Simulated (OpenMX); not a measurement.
## NbCu in OpenMX: the effect of dispersion

The system is NbCu.

```xyz
2
Lattice="0.0000 2.5622 2.5622 2.5622 0.0000 2.5622 2.5622 2.5622 0.0000" Properties=species:S:1:pos:R:3 pbc="T T T"
Nb    0.0000    0.0000    0.0000
Cu    2.5622    2.5622    2.5622
```

The cell was built by a generator and needn't be a form met in nature.

Alike in all runs:

- Program: OpenMX 3.8.5
- Task: single point
- Functional: PBE
- Potentials or basis: OpenMX 2013 PBE set, Nb7.0-s3p2d2, Cu6.0H-s3p2d2, grid cutoff 500 Ry
- k mesh: 7 × 7 × 7
- Occupations: fermi-dirac, width 0.05 eV
- Spin: no spin polarisation

```tsv
dispersion	pressure (GPa)
none	?
D3	-3.5
D3(BJ)	-4.0
D4	-1.7
```

Task: What does the run with dispersion none give?

Result: Pressure 1.6 GPa.

Caveats: the basis of atomic orbitals isn't converged, which shifts pressures, moduli and gaps; pairwise dispersion overbinds metals, which lowers pressure and volume (some runs).
